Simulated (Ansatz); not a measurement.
# Mg2CdSe3: the cost of one run

Method: DFT PBE, scalar-relativistic, plane waves, PAW, in Ansatz 0.2.0.

### Step 1. The system as given

It takes space group P6_3mc (No. 186, hexagonal). The conventional cell has a = 4.083 Å, b = 4.083 Å, c = 19.779 Å, α = 90.00°, β = 90.00°, γ = 120.00°. Mg (site symmetry 3m) has 4 Se at 2.49 Å in its first shell of neighbours. Around Cd (site symmetry 3m) lie 4 Se at 2.49 Å. Se (site symmetry 3m) has 4 Mg at 2.49 Å in its first shell of neighbours. Around Se (site symmetry 3m) lie 3 Mg at 2.49 Å and 1 Cd at 2.49 Å. Around Se (site symmetry 3m) lie 3 Cd at 2.49 Å and 1 Mg at 2.49 Å.

Structure file:

```
CELL_PARAMETERS angstrom
4.08283 0.00000 0.00000
-2.04142 3.53584 0.00000
0.00000 0.00000 19.77855
ATOMIC_POSITIONS crystal
Mg 0.66667 0.33333 0.16610
Mg 0.66667 0.33333 0.83277
Mg 0.33333 0.66667 0.33277
Mg 0.33333 0.66667 0.66610
Cd 0.66667 0.33333 0.49944
Cd 0.33333 0.66667 0.99944
Se 0.66667 0.33333 0.29223
Se 0.66667 0.33333 0.62556
Se 0.66667 0.33333 0.95890
Se 0.33333 0.66667 0.12556
Se 0.33333 0.66667 0.45890
Se 0.33333 0.66667 0.79223
```

The start is an ordering of an alloy on its end members' structure types: elements ordered on the sites of the MgSe type, Cd/Mg on Mg (P6_3mc, No. 186).

### Step 2. The guess as it stands, on a coarse mesh

File input.yaml:

```yaml
crystal:
  lattice:
    - [4.08283099, 0.0, 0.0]
    - [-2.0414155, 3.53583536, 0.0]
    - [0.0, 0.0, 19.77855474]
  atoms:
    - { symbol: Mg, position: [0.66666667, 0.33333333, 0.16610408] }
    - { symbol: Mg, position: [0.66666667, 0.33333333, 0.83277074] }
    - { symbol: Mg, position: [0.33333333, 0.66666667, 0.33277074] }
    - { symbol: Mg, position: [0.33333333, 0.66666667, 0.66610408] }
    - { symbol: Cd, position: [0.66666667, 0.33333333, 0.49943741] }
    - { symbol: Cd, position: [0.33333333, 0.66666667, 0.99943741] }
    - { symbol: Se, position: [0.66666667, 0.33333333, 0.29222926] }
    - { symbol: Se, position: [0.66666667, 0.33333333, 0.62556259] }
    - { symbol: Se, position: [0.66666667, 0.33333333, 0.95889592] }
    - { symbol: Se, position: [0.33333333, 0.66666667, 0.12556259] }
    - { symbol: Se, position: [0.33333333, 0.66666667, 0.45889592] }
    - { symbol: Se, position: [0.33333333, 0.66666667, 0.79222926] }
basis:
  ecutwfc: 420
kpoints:
  mp_grid: { grid: [6, 6, 1] }
hamiltonian:
  xc: pbe
scf:
  occupations: { method: gaussian, width: 0.1 }
  lower_state_search: "off"
output:
  forces: true
  stress: true
  eigenvalues: true
```

On the command line:

```bash
$ ansatz run input.yaml --threads 1 --pin off --max-ram 2560MiB --backend cpu --events-out ev --progress --plain --runs-dir out
```

What time and memory should one allow on 1 thread of Intel Xeon at 2.50GHz (Skylake/Cascade Lake), shared host?

About 26 s, with a peak of 0.59 GiB.
